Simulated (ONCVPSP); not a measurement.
**Pseudopotential generation for rhenium: ONCV, PBE**

Task: generate the file, and judge it by its errors in other configurations, its logarithmic derivatives, its ghosts and its cutoff.

Program: ONCVPSP 4.0.1. Reference atom: PBE, scalar-relativistic, spherical and spin-unpolarised. All values are calculated.

1 further run of the same task is left out (it didn't finish).

## (1) The atom and the settings

Typed settings, in words:

| Item | Value |
| --- | --- |
| element | rhenium (Re, Z = 75) |
| type | optimised norm-conserving Vanderbilt (ONCV) |
| frozen core | [Kr] 4d10 |
| valence charge | 29 |
| reference configuration | 4f14 5s2 5p6 5d5 6s2 |
| partial waves | 5s+6s: rc 1.50 bohr, ncon 4, nbas 7, qcut 6.7 1/bohr, 2 projectors; 5p: rc 1.10 bohr, ncon 3, nbas 7, qcut 8.1 1/bohr, 2 projectors, debl 2.5 Ha; 5d: rc 1.85 bohr, ncon 4, nbas 9, qcut 4.9 1/bohr, 2 projectors, debl 1.4 Ha; 4f: rc 0.90 bohr, ncon 4, nbas 9, qcut 20.5 1/bohr, 1 projector |
| local potential | polynomial inside 0.70 bohr (lpopt 5, dvloc0 0 Ha) |
| core correction | not asked for |

An earlier all-electron run gives the scale for the radii.

All-electron outer shells of the reference configuration (PBE, scalar-relativistic, ld1.x):

| shell | level (eV) | outermost node (bohr) | outermost maximum (bohr) |
| --- | --- | --- | --- |
| 4d | -255.33 | 0.21 | 0.44 |
| 5s | -85.25 | 0.52 | 0.93 |
| 5p | -47.01 | 0.56 | 1.06 |
| 4f | -42.31 | – | 0.41 |
| 6s | -5.94 | 1.24 | 2.57 |
| 5d | -5.37 | 0.62 | 1.41 |
| 6p | -1.32 | 1.48 | 3.65 |

## (2) The generation run

The input, Re.dat:

```
# ATOM AND REFERENCE CONFIGURATION
# atsym  z   nc   nv     iexc    psfile
  Re 75.00    9    5        4      upf
#
#   n    l    f
    1    0    2.00
    2    0    2.00
    2    1    6.00
    3    0    2.00
    3    1    6.00
    3    2   10.00
    4    0    2.00
    4    1    6.00
    4    2   10.00
    4    3   14.00
    5    0    2.00
    5    1    6.00
    5    2    5.00
    6    0    2.00
#
# PSEUDOPOTENTIAL AND OPTIMIZATION
# lmax
    3
#
#   l,   rc,      ep,       ncon, nbas, qcut
    0    1.50    0.00    4    7    6.70
    1    1.10    0.00    3    7    8.10
    2    1.85    0.00    4    9    4.90
    3    0.90    0.00    4    9   20.50
#
# LOCAL POTENTIAL
# lloc, lpopt,  rc(5),   dvloc0
    4    5    0.70    0.00
#
# VANDERBILT-KLEINMAN-BYLANDER PROJECTORs
# l, nproj, debl
    0    2    3.20
    1    2    2.50
    2    2    1.40
    3    1    2.10
#
# MODEL CORE CHARGE
# icmod, fcfact, rcfact
    0    0.00    0.00
#
# LOG DERIVATIVE ANALYSIS
# epsh1, epsh2, depsh
   -5.00    5.00    0.04
#
# OUTPUT GRID
# rlmax, drl
    6.00    0.01
#
# TEST CONFIGURATIONS
# ncnf
    4
# nvcnf
#   n    l    f
    5
    4    3   14.00
    5    0    2.00
    5    1    6.00
    5    2    5.00
    6    0    1.00
#
    5
    4    3   14.00
    5    0    2.00
    5    1    6.00
    5    2    5.00
    6    0    0.00
#
    5
    4    3   14.00
    5    0    2.00
    5    1    6.00
    5    2    4.00
    6    0    0.00
#
    5
    4    3   14.00
    5    0    2.00
    5    1    6.00
    5    2    3.00
    6    0    0.00
#
```

Run with:

```console
$ oncvpsp.x < Re.dat > Re.out
```

**Question.** What will these runs give? Wanted: cutoffs for 1 and 0.1 mHa per electron, occupied waves; bound ghosts; GHOST(+) flags; largest test error; largest phase difference near zero energy, channels read.

The runs gave:

| quantity | value |
| --- | --- |
| cutoffs for 1 and 0.1 mHa per electron, occupied waves | 175 Ha and 190 Ha |
| bound ghosts | s at -480.49 eV, d at -1345.26 eV |
| GHOST(+) flags | p at -13 eV |
| largest test error (AE − PS) | -15 meV, for 4f14 5s2 5p6 5d4 6s0 |
| largest phase difference near zero energy, channels read | 0.010 rad |

In words: A bound ghost (s, d) makes it unfit for use: electrons can fall into a state that the atom doesn't have. The worst unpolarised test, 4f14 5s2 5p6 5d4 6s0, is off by 15 meV on 52.7 eV; by total energies transferability rates as good. Atomic tests can pass in spite of a ghost, since they solve only for the levels asked. It counts as very hard, with 175 Ha needed at the looser tolerance. At the looser tolerance the 4f wave is the slowest; 5p needs 32 Ha. Near zero energy the phases of the channels with partial waves agree within 0.010 rad. The program also flags highly localised states, GHOST(+) (p). These are tests on the free atom; a crystal test is still owed.
